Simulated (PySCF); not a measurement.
# ZnGe: changing the method

Aim: see what other levels and later steps give for ZnGe.

The runs use PySCF 2.14.0; method and basis as typed in the scripts.

5 further runs of the same task are left out: 5 that didn't finish.

## (1) The system as given

ZnGe: 2 atoms, charge 0, spin multiplicity 1.

Bond lengths: Zn1–Ge2 2.350 Å.

## (2) Base script

Contents of input.py:

```python
from pyscf import gto, scf
from pyscf.hessian import thermo

mol = gto.M(
    atom='Zn 0 0 0; Ge 0 0 2.35',
    basis='3-21g',
    charge=0,
    spin=0,
    verbose=4,
)
mf = scf.RHF(mol)
mf.kernel()
hess = mf.Hessian().kernel()
print('wavenumber (cm^-1) =', thermo.harmonic_analysis(mol, hess)['freq_wavenumber'].round(1))
mf.dip_moment()
print('orbital energies (hartree):', mf.mo_energy[..., max(0, mol.nelec[1]-3):mol.nelec[0]+3].round(4))
```

The run is started by

```sh
$ OMP_NUM_THREADS=1 python input.py
```

## (3) Stability test

Variant 1 changes step after the SCF: frequency → stability.

Contents of input.py:

```python
from pyscf import gto, scf

mol = gto.M(
    atom='Zn 0 0 0; Ge 0 0 2.35',
    basis='3-21g',
    charge=0,
    spin=0,
    verbose=4,
)
mf = scf.RHF(mol)
mf.kernel()
mf.stability(internal=True, external=True)
mf.dip_moment()
print('orbital energies (hartree):', mf.mo_energy[..., max(0, mol.nelec[1]-3):mol.nelec[0]+3].round(4))
```

## (4) CASCI

Variant 2 changes step after the SCF: frequency → casci; active space: none → 2 electrons in 4 orbitals.

Contents of input.py:

```python
from pyscf import gto, scf, mcscf

mol = gto.M(
    atom='Zn 0 0 0; Ge 0 0 2.35',
    basis='3-21g',
    charge=0,
    spin=0,
    verbose=4,
)
mf = scf.RHF(mol)
mf.kernel()
mc = mcscf.CASCI(mf, 4, 2)
mc.kernel()
mc.analyze()
mf.dip_moment()
print('orbital energies (hartree):', mf.mo_energy[..., max(0, mol.nelec[1]-3):mol.nelec[0]+3].round(4))
```

## (5) B3lyp (RKS)

Variant 3 changes functional: none (Hartree–Fock) → b3lyp; SCF type: RHF → RKS; step after the SCF: frequency → analyze.

Contents of input.py:

```python
from pyscf import gto, dft

mol = gto.M(
    atom='Zn 0 0 0; Ge 0 0 2.35',
    basis='3-21g',
    charge=0,
    spin=0,
    verbose=4,
)
mf = dft.RKS(mol, xc='b3lyp')
mf.kernel()
mf.analyze()
print('orbital energies (hartree):', mf.mo_energy[..., max(0, mol.nelec[1]-3):mol.nelec[0]+3].round(4))
```

**Question.** What will these runs give? Wanted: for each run, E(SCF); from base; gap; SCF dipole; after the SCF.

As calculated:

| run | E(SCF) (hartree) | from base (eV) | cycles | gap (eV) | SCF dipole (D) | after the SCF |
| --- | --- | --- | --- | --- | --- | --- |
| base | -3834.198842 | 0 | 9 | 5.63 | 3.08 | highest mode 228 cm⁻¹ |
| stability test | -3834.198842 | 0.0000 | 9 | 5.63 | 3.08 | unstable: real -> complex, RHF/RKS -> UHF/UKS |
| CASCI | -3834.198842 | 0.0000 | 9 | 5.63 | 3.08 | CASCI correlation -0.735 eV |
| b3lyp (RKS) | -3837.419924 | not comparable | 9 | 0.73 | 1.94 | n/a |

In words: Total energies of different functionals can't be compared with each other; differences within one functional can.
